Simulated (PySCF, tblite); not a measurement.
**C5H11Si2 radical: geometry, infrared bands and EPR parameters**

What infrared bands and EPR parameters should C5H11Si2 radical (`C/C=C\C1[SiH2][CH][SiH2]1`) show?

Computed with tblite 0.8.0 and PySCF 2.14.0, with density-fitted response routines of our own, on a single molecule in the gas phase. Atoms are numbered from 0 throughout.

### Step 1. Starting geometry

18 atoms, charge 0, multiplicity 2; geometry from: force field or distance geometry start.

Bonds of the start (Å): C0–C1 1.51, C1–C2 1.33, C2–C3 1.48, C3–Si4 1.92, Si4–C5 1.79, C5–Si6 1.79, Si6–C3 1.93, C0–H7 1.10, C0–H8 1.09, C0–H9 1.09, C1–H10 1.08, C2–H11 1.10, C3–H12 1.11, Si4–H13 1.47, Si4–H14 1.50, C5–H15 1.09, Si6–H16 1.48, Si6–H17 1.49.

### Step 2. Optimising the geometry with GFN2-xTB

The job: settings as JSON, then the geometry in Å.

```
{"job": {"kind": "relax", "xc": "GFN2-xTB", "basis": "xTB"}, "charge": 0, "multiplicity": 2}
C      2.647800    -0.146100     0.675300
C      2.021200     0.092100    -0.678300
C      0.740400     0.011500    -1.013400
C     -0.333900    -0.339100    -0.060900
Si    -1.320200     1.105200     0.727000
C     -2.843300     0.205000     0.434400
Si    -2.051200    -0.804900    -0.811600
H      1.912200    -0.332900     1.466400
H      3.327700    -0.999800     0.630200
H      3.211500     0.738000     0.976400
H      2.737000     0.350400    -1.450600
H      0.463900     0.223500    -2.051900
H     -0.057300    -1.107700     0.691100
H     -1.028900     1.294400     2.158800
H     -1.270400     2.372100    -0.066100
H     -3.537900    -0.125000     1.201200
H     -2.252900    -0.278000    -2.177200
H     -2.374300    -2.252400    -0.662400
```

On the command line:

```sh
OMP_NUM_THREADS=1 python probes_run.py task.json out
```

One launch serves the whole session: the jobs run in the order shown.

Output:

```text
step      E/eV     max force
  0    -533.54328    3.107
  1    -533.75605    1.069
  2    -533.81529    0.589
  3    -533.85928    0.605
  4    -533.89377    0.592
  5    -533.92192    0.489
  6    -533.94197    0.319
  7    -533.95643    0.273
  8    -533.97151    0.427
  9    -533.98656    0.330
 10    -533.99592    0.232
 11    -534.00327    0.227
 12    -534.00908    0.191
 13    -534.01303    0.169
 14    -534.01590    0.141
 15    -534.01792    0.108
 16    -534.01952    0.109
 17    -534.02087    0.093
 18    -534.02202    0.094
 19    -534.02319    0.094
 20    -534.02448    0.135
 21    -534.02584    0.135
 22    -534.02728    0.091
 23    -534.02890    0.090
 24    -534.03063    0.096
 25    -534.03224    0.102
 26    -534.03351    0.088
 27    -534.03451    0.080
 28    -534.03546    0.088
 29    -534.03644    0.082
 30    -534.03745    0.069
 31    -534.03848    0.080
 32    -534.03957    0.085
 33    -534.04075    0.071
 34    -534.04202    0.077
 35    -534.04324    0.091
 36    -534.04434    0.089
 37    -534.04535    0.081
 38    -534.04633    0.083
 39    -534.04727    0.091
 40    -534.04814    0.078
 41    -534.04900    0.076
 42    -534.04994    0.091
 43    -534.05094    0.078
 44    -534.05178    0.059
 45    -534.05228    0.049
 46    -534.05260    0.045
 47    -534.05287    0.044
 48    -534.05314    0.038
 49    -534.05336    0.034
 50    -534.05351    0.024
 51    -534.05363    0.026
 52    -534.05377    0.026
 53    -534.05396    0.040
 54    -534.05422    0.046
 55    -534.05454    0.041
 56    -534.05484    0.040
 57    -534.05509    0.034
 58    -534.05528    0.035
 59    -534.05545    0.032
 60    -534.05565    0.031
 61    -534.05587    0.040
 62    -534.05611    0.039
 63    -534.05635    0.043
 64    -534.05657    0.036
 65    -534.05674    0.031
 66    -534.05688    0.029
 67    -534.05699    0.022
 68    -534.05708    0.023
 69    -534.05717    0.027
 70    -534.05726    0.022
 71    -534.05735    0.028
 72    -534.05744    0.027
 73    -534.05753    0.022
 74    -534.05763    0.026
 75    -534.05771    0.020
 76    -534.05776    0.014
 77    -534.05780    0.012
 78    -534.05782    0.012
 79    -534.05785    0.012
 80    -534.05787    0.017
 81    -534.05789    0.018
 82    -534.05790    0.016
 83    -534.05793    0.011
 84    -534.05795    0.010
 85    -534.05796    0.012
 86    -534.05798    0.013
 87    -534.05800    0.012
 88    -534.05804    0.013
 89    -534.05808    0.012
 90    -534.05812    0.011
 91    -534.05814    0.009
```

It took 0.62 s on 1 thread of Arm Neoverse V2, shared host.

Relaxation path: (not every step is listed)

| step | energy from step 0 (eV) | largest force (eV/Å) |
| --- | --- | --- |
| 0 | 0.0000 | 3.1065 |
| 1 | -0.2128 | 1.0690 |
| 2 | -0.2720 | 0.5889 |
| 3 | -0.3160 | 0.6046 |
| 4 | -0.3505 | 0.5919 |
| 5 | -0.3786 | 0.4891 |
| 6 | -0.3987 | 0.3193 |
| 7 | -0.4131 | 0.2732 |
| 8 | -0.4282 | 0.4273 |
| 15 | -0.4746 | 0.1079 |
| 22 | -0.4840 | 0.0910 |
| 29 | -0.4932 | 0.0817 |
| 36 | -0.5011 | 0.0889 |
| 43 | -0.5077 | 0.0780 |
| 50 | -0.5102 | 0.0236 |
| 57 | -0.5118 | 0.0338 |
| 64 | -0.5133 | 0.0355 |
| 71 | -0.5141 | 0.0279 |
| 78 | -0.5145 | 0.0121 |
| 85 | -0.5147 | 0.0121 |
| 86 | -0.5147 | 0.0128 |
| 87 | -0.5147 | 0.0121 |
| 88 | -0.5148 | 0.0133 |
| 89 | -0.5148 | 0.0124 |
| 90 | -0.5148 | 0.0114 |
| 91 | -0.5149 | 0.0091 |

Distances of close pairs at the start and the end, largest changes first:

| bond | before (Å) | after (Å) | change (Å) |
| --- | --- | --- | --- |
| C5–Si6 | 1.789 | 1.877 | +0.088 |
| Si4–C5 | 1.793 | 1.864 | +0.071 |
| C3–Si4 | 1.918 | 1.960 | +0.042 |
| Si4–H14 | 1.496 | 1.465 | -0.031 |
| Si6–H17 | 1.491 | 1.468 | -0.023 |
| C3–H12 | 1.110 | 1.089 | -0.021 |
| C0–C1 | 1.510 | 1.495 | -0.016 |
| C2–H11 | 1.095 | 1.083 | -0.012 |

The end geometry stands in the next job.

### Step 3. Harmonic vibrations with GFN2-xTB

The job: settings as JSON, then the geometry in Å.

```
{"job": {"kind": "ir", "xc": "GFN2-xTB", "basis": "xTB"}, "charge": 0, "multiplicity": 2}
C      2.642318    -0.159807     0.602896
C      1.971950     0.173857    -0.690802
C      0.670659     0.093648    -0.953000
C     -0.391214    -0.354727    -0.034752
Si    -1.282603     1.130629     0.882353
C     -2.837512     0.300938     0.274188
Si    -2.031865    -1.007138    -0.803838
H      1.922792    -0.338262     1.396838
H      3.268106    -1.046670     0.490802
H      3.290782     0.662666     0.904638
H      2.645215     0.506092    -1.471681
H      0.329179     0.414475    -1.929797
H      0.012120    -1.046190     0.703919
H     -1.024343     1.231071     2.324566
H     -0.951875     2.413858     0.258475
H     -3.783305     0.232227     0.793229
H     -2.127991    -0.786879    -2.249722
H     -2.331174    -2.413471    -0.509967
```

Output:

```text
mode    cm-1     km/mol
  1      11.8      0.35
  2      31.6      0.52
  3      85.9      0.45
  4     149.5      1.77
  5     197.9      0.92
  6     244.1      4.24
  7     323.6     10.27
  8     392.8      5.17
  9     410.7     12.99
 10     426.6     16.90
 11     448.0     15.85
 12     458.5      5.22
 13     495.3    142.12
 14     535.6     13.42
 15     542.8     55.10
 16     620.1    115.01
 17     641.0     92.04
 18     741.8     23.16
 19     761.2    107.08
 20     768.5     71.81
 21     795.2    197.02
 22     799.5    263.63
 23     820.0     11.90
 24     918.9      2.92
 25     969.2     21.54
 26     994.6     14.92
 27    1032.6     64.28
 28    1041.7      3.01
 29    1055.7     29.40
 30    1134.2     23.52
 31    1201.2      6.48
 32    1284.0      4.56
 33    1370.4     24.48
 34    1406.0     11.50
 35    1482.9      2.62
 36    1492.2      4.06
 37    1687.5     24.87
 38    2188.7    194.53
 39    2198.7    648.90
 40    2227.8    278.80
 41    2237.7    231.89
 42    2970.9     41.74
 43    2980.3     36.83
 44    3004.6     45.05
 45    3028.2     31.50
 46    3035.2     56.01
 47    3042.2     29.56
 48    3053.3     99.40
```

Wall time 0.63 s (1 thread of Arm Neoverse V2, shared host).

Which atoms move in the most intense modes:

| cm⁻¹ | km/mol | atoms |
| --- | --- | --- |
| 495 | 142.1 | H17 16 %, H16 14 %, C5 13 %, Si6 12 % |
| 620 | 115.0 | H14 29 %, H13 15 %, H16 14 %, C3 10 % |
| 795 | 197.0 | C3 18 %, H10 10 %, H17 10 % |
| 800 | 263.6 | H13 29 %, H14 28 %, H17 15 %, H16 14 % |
| 2189 | 194.5 | H13 72 % |
| 2199 | 648.9 | H17 65 %, H16 17 %, H13 14 % |
| 2228 | 278.8 | H16 74 %, H17 22 % |
| 2238 | 231.9 | H14 86 %, H13 11 % |

### Step 4. g tensor and hyperfine couplings: B3LYP/pcH-1

The job, as its differences from that of step 3:

```diff
@@ -1,2 +1,2 @@
-{"job": {"kind": "ir", "xc": "GFN2-xTB", "basis": "xTB"}, "charge": 0, "multiplicity": 2}
+{"job": {"kind": "epr", "basis": "pcH-1"}, "charge": 0, "multiplicity": 2}
 C      2.642318    -0.159807     0.602896
```

With the program's defaults for keys left out, this is: UKS B3LYP, pcH-1 on C H Si, non-relativistic, mean-field spin-orbit, GIAO.

Output:

```text
UKS, coarse grid
  cycle   1  E = -776.00417494  |g| = 4.06e-01
  cycle   2  E = -775.94150761  |g| = 5.17e-01
  cycle   3  E = -776.08594433  |g| = 6.15e-02
  cycle   4  E = -776.08707266  |g| = 4.29e-02
  cycle   5  E = -776.08800175  |g| = 1.21e-02
  cycle   6  E = -776.08807287  |g| = 4.14e-03
  cycle   7  E = -776.08808212  |g| = 1.08e-03
  cycle   8  E = -776.08808348  |g| = 4.45e-04
UKS, final grid
  cycle   1  E = -776.08811529  |g| = 5.60e-04
  cycle   2  E = -776.08811514  |g| = 7.85e-04
  cycle   3  E = -776.08811546  |g| = 7.93e-05
  cycle   4  E = -776.08811547  |g| = 3.20e-05
  cycle   5  E = -776.08811547  |g| = 2.27e-05
E = -776.08811547 Eh   <S^2> = 0.7539 (exact 0.7500)
g shifts (ppm)      1          2          3
  rmc          -120       -120       -120
  gc              2         24         18
  oz_so         326        418        703
  total         208        322        601
hyperfine (MHz)  atom isotope    a_iso     a_fc   dipolar eigenvalues
    0   13C      -0.02      -0.02     -0.15     -0.08      0.22
    1   13C       1.50       1.50     -0.53     -0.26      0.78
    2   13C       6.91       6.91     -1.57     -1.25      2.81
    3   13C      21.57      21.57     -2.74     -2.68      5.42
    4  29Si      40.98      41.04     -2.03     -1.37      3.40
    5   13C      90.83      90.93    -70.27    -68.62    138.89
    6  29Si      37.18      37.25     -2.34     -0.91      3.24
    7    1H       0.08       0.08     -0.72     -0.59      1.31
    8    1H       0.25       0.25     -0.36     -0.33      0.69
    9    1H       0.36       0.36     -0.38     -0.33      0.71
   10    1H       2.33       2.33     -0.57     -0.42      0.99
   11    1H      -0.47      -0.47     -1.65     -0.81      2.46
   12    1H      -6.14      -6.14     -2.85     -2.11      4.96
   13    1H      37.83      37.83     -2.83     -1.99      4.82
   14    1H      61.13      61.13     -3.05     -1.77      4.82
   15    1H     -52.67     -52.68    -33.84     -1.33     35.17
   16    1H      54.21      54.21     -3.02     -1.78      4.80
   17    1H      44.11      44.11     -2.85     -2.01      4.86
```

Run time: 1.9 min. Hardware: 1 thread of Arm Neoverse V2, shared host; peak memory 0.96 GiB.

Principal g values 2.00253, 2.00264, 2.00292; g(iso) = 2.00270, against 2.00232 for a free electron.

Hyperfine couplings; where a row names several nuclei, a(iso) is their mean (it holds for fast rotation or exchange) and the dipolar term the largest among them:

| nuclei | isotope | a(iso) (MHz) | a(iso) (G, at g = 2.0023) | largest dipolar term (MHz) |
| --- | --- | --- | --- | --- |
| C5 | 13C | 90.8 | 32.4 | 138.9 |
| H14, H16 | 1H | 57.7 | 20.6 | 4.8 |
| H15 | 1H | -52.7 | -18.8 | 35.2 |
| H13, H17 | 1H | 41.0 | 14.6 | 4.9 |
| Si4, Si6 | 29Si | 39.1 | 13.9 | 3.4 |
| C3 | 13C | 21.6 | 7.7 | 5.4 |
| C2 | 13C | 6.9 | 2.5 | 2.8 |
| H12 | 1H | -6.1 | -2.2 | 5.0 |
| H10 | 1H | 2.3 | 0.8 | 1.0 |
| C1 | 13C | 1.5 | 0.5 | 0.8 |
| H11 | 1H | -0.5 | -0.2 | 2.5 |
| H7, H8, H9 | 1H | 0.2 | 0.1 | 1.3 |
| C0 | 13C | 0.0 | 0.0 | 0.2 |

Mulliken spin populations:

C0 0.00; C1 0.00; C2 0.01; C3 0.02; Si4 -0.04; C5 0.97; Si6 -0.04; H7 0.00; H8 0.00; H9 0.00; H10 0.00; H11 0.00; H12 0.00; H13 0.02; H14 0.03; H15 -0.03; H16 0.03; H17 0.02

In first order the couplings over 0.8 MHz of 1H give 72 distinct lines over 92.2 G, if the averaged nuclei exchange fast.

Orbitals, density, ELF and potential are computed afterwards from the orbital file.

ELF in a plane through or near 6 of the atoms.

Values, 10 rows by 14 columns:
```
0.00 0.00 0.00 0.00 0.00 0.00 0.00 0.00 0.00 0.00 0.00 0.00 0.00 0.00
0.00 0.00 0.00 0.00 0.00 0.00 0.01 0.56 0.73 0.09 0.00 0.00 0.00 0.00
0.00 0.00 0.00 0.00 0.00 0.00 0.32 1.00 1.00 0.46 0.00 0.00 0.00 0.00
0.00 0.00 0.25 0.85 0.13 0.11 0.02 0.66 0.60 0.42 0.25 0.87 0.21 0.00
0.00 0.00 0.62 0.99 0.65 0.55 0.06 0.74 0.40 0.82 0.65 1.00 0.70 0.00
0.00 0.00 0.06 0.48 0.72 0.49 0.43 0.36 0.85 0.41 0.91 0.18 0.02 0.00
0.00 0.00 0.01 0.04 0.24 0.71 0.53 0.36 0.53 0.84 0.15 0.05 0.00 0.00
0.00 0.00 0.00 0.00 0.06 0.37 0.14 0.01 0.22 0.75 0.43 0.02 0.00 0.00
0.00 0.00 0.00 0.00 0.00 0.00 0.00 0.00 0.02 0.08 0.03 0.00 0.00 0.00
0.00 0.00 0.00 0.00 0.00 0.00 0.00 0.00 0.00 0.00 0.00 0.00 0.00 0.00
```
The map spans 12.7 Å across and 10.5 Å up, centred on the molecule. Atoms in the plane (x, y in Å): C0 (-2.7, 0.3), C3 (0.4, -0.2), Si6 (2.1, -1.1), H9 (-3.4, 0.9), H13 (0.9, 2.7), H15 (3.7, 1.0).

On the surface of density 0.002 e/bohr³ the electrostatic potential runs, from the 1st to the 99th percentile, from -0.74 V near C1 to 1.08 V near Si6.

The spin density lies nearest to C5 70 %; H15 10 %.

### Step 5. Summary of results

| quantity | value |
| --- | --- |
| strongest single infrared mode (GFN2-xTB) | 2199 cm⁻¹, 649 km/mol |
| zero-point energy (GFN2-xTB) | 82.5 kcal/mol |
| g(iso) (B3LYP) | 2.00270 |
| ⟨S²⟩ | 0.754 (exact 0.75) |
| largest a(iso) (averaged by class) | 13C on C5, 90.8 MHz |
| surface potential, 1st and 99th percentile | -0.74 V and 1.08 V |

**Reading.** Over 91 steps the energy fell by 0.515 eV; of the close pairs, C5–Si6 changed most, 1.789 to 1.877 Å. No mode is imaginary among the 48: a minimum at this level. The strongest single mode, at 2199 cm⁻¹, moves mainly H17. GFN2-xTB is a fitted tight-binding method: band positions and strengths are rough. Its intensities can rank the bands wrongly. C5 carries the largest spin population, 0.97 e. The isotropic g lies 0.4 ppt above the free-electron value.
